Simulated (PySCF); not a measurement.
# CuCl: relaxation and vibrations of the singlet

The task is one start of a wider search on CuCl: the singlet, from a linear start. It is relaxed, tested by its Hessian and followed downhill if it is a saddle.

Program: PySCF 2.14.0. Level of theory: PBE0, basis Cu def2-SVP, Cl def2-SVP, no relativity, density fitting. These are calculated values, not measurements.

## Step 1: Where the work starts

2 atoms, charge 0, spin multiplicity 1.

Bond lengths: Cu1–Cl2 2.216 Å.

Z-matrix (Å, degrees; charge 0 multiplicity 1):
```
Cu
Cl 1 2.2160
```

## Step 2: First SCF at the start

One driver script runs all steps and calls PySCF; scf.py shows how it sets up the SCF of each step. The optimiser is the driver's own. After this first run the driver tries any further starts and a stability analysis.

File scf.py:

```python
from pyscf import gto, scf, dft
mol = gto.M(atom='''
Cu     0.000000     0.000000     0.000000
Cl     0.000000     0.000000     2.216000''',
    basis={'Cu': 'def2-SVP', 'Cl': 'def2-SVP'},
    charge=0, spin=0)
mf = dft.RKS(mol, xc='PBE0')
mf.grids.atom_grid = (50, 194)
aux = {'Cu': 'def2-universal-JKFIT', 'Cl': 'def2-universal-JKFIT'}
mf = mf.density_fit(auxbasis=aux)
mf.conv_tol = 1e-08
mf.diis_space = 10
mf.max_cycle = 60
mf.init_guess = 'minao'
mf.verbose = 4
mf.kernel()
```

Run with:

```bash
OMP_NUM_THREADS=2 python axn.py task.json out
```

Further steps of the session: Relaxation: linear start, singlet; Hessian and properties.

**Question.** What will these runs give? Wanted: minimum; geometry; wavenumbers; dipole moment; highest occupied, lowest empty level; polar-tensor charge of Cu1; zero-point energy; atomisation energy.

The runs gave:

| quantity | value |
| --- | --- |
| minimum | singlet, C∞v |
| geometry | Cu–Cl 2.083 Å |
| wavenumbers (cm⁻¹) | 410 (σ+) |
| dipole moment | 5.33 D |
| highest occupied, lowest empty level | -6.82, -2.42 eV |
| polar-tensor charge of Cu1 | +0.59 e |
| zero-point energy | 2.5 kJ/mol |
| entropy at 298.15 K | 237.2 J/(mol K) |
| atomisation energy (no zero-point energy) | 365 kJ/mol |

The molecule stays C∞v, as typed, and the end point is a minimum. In the infrared the band at 410 cm⁻¹ (σ+, stretch) leads. With 5.3 D the molecule is strongly polar. Other starts or spin states, not run here, may lie lower. The stability of the closed-shell solution was not tested.
